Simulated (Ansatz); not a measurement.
# C2H7FN2Si: the cost of one run

All numbers below are computed with Ansatz 0.2.0 (RKS BLYP-D4/6-31G*).

## (1) The starting structure

Bond lengths: C1–C2 1.529 Å, C2–F3 1.369 Å, C2–N4 1.448 Å, C2–Si5 1.861 Å, N4–Si5 1.742 Å, Si5–N6 1.707 Å, C1–H7 1.056 Å, C1–H8 1.082 Å, C1–H9 1.138 Å, N4–H10 0.970 Å, Si5–H11 1.456 Å, N6–H12 0.993 Å, N6–H13 0.989 Å. Angles (14 of 24 angles, heavy atoms first): C1–C2–F3 115.3°, C1–C2–N4 120.1°, C1–C2–Si5 120.8°, F3–C2–N4 112.8°, F3–C2–Si5 115.4°, N4–C2–Si5 62.1°, C2–N4–Si5 70.7°, C2–Si5–N4 47.3°, C2–Si5–N6 116.8°, N4–Si5–N6 95.9°, C2–C1–H7 109.8°, C2–C1–H8 109.1°, C2–C1–H9 106.0°, C2–N4–H10 111.9°.

As a file:

```xyz
13

C     0.4873   -1.8713    0.7745
C     0.5543   -0.3889    0.4067
F     1.3063    0.3878    1.2464
N     0.6696    0.0097   -0.9808
Si   -0.9008    0.4648   -0.3795
N    -0.7340    2.1329   -0.6988
H     1.4642   -2.2670    0.8461
H    -0.0862   -2.3965    0.0218
H    -0.0454   -1.9210    1.7789
H     1.1290    0.8586   -1.0761
H    -1.8800   -0.2010   -1.2265
H    -1.6295    2.5576   -0.7634
H    -0.3144    2.5995    0.0656
```

## (2) End point A

input.yaml reads:

```yaml
crystal:
  periodic: [false, false, false]
  atoms:
    - { symbol: C, position_ang: [0.4873, -1.8713, 0.7745] }
    - { symbol: C, position_ang: [0.5543, -0.3889, 0.4067] }
    - { symbol: F, position_ang: [1.3063, 0.3878, 1.2464] }
    - { symbol: "N", position_ang: [0.6696, 0.0097, -0.9808] }
    - { symbol: Si, position_ang: [-0.9008, 0.4648, -0.3795] }
    - { symbol: "N", position_ang: [-0.734, 2.1329, -0.6988] }
    - { symbol: H, position_ang: [1.4642, -2.267, 0.8461] }
    - { symbol: H, position_ang: [-0.0862, -2.3965, 0.0218] }
    - { symbol: H, position_ang: [-0.0454, -1.921, 1.7789] }
    - { symbol: H, position_ang: [1.129, 0.8586, -1.0761] }
    - { symbol: H, position_ang: [-1.88, -0.201, -1.2265] }
    - { symbol: H, position_ang: [-1.6295, 2.5576, -0.7634] }
    - { symbol: H, position_ang: [-0.3144, 2.5995, 0.0656] }
basis:
  gaussian: { orbitals: "6-31G*" }
hamiltonian:
  xc: blyp
  dispersion: d4
relax:
  f_tol: 0.015
  max_steps: 40
```

Run with:

```console
$ ansatz run input.yaml --threads 2 --pin off --max-ram 3072MiB --backend cpu --events-out ev --progress --plain --runs-dir out
```

**Question.** How long does this run take on 2 threads of Intel Xeon Platinum 8259CL at 2.50GHz (Skylake/Cascade Lake), shared host, and how much memory does it need?

About 59 s, with a peak of 0.17 GiB.
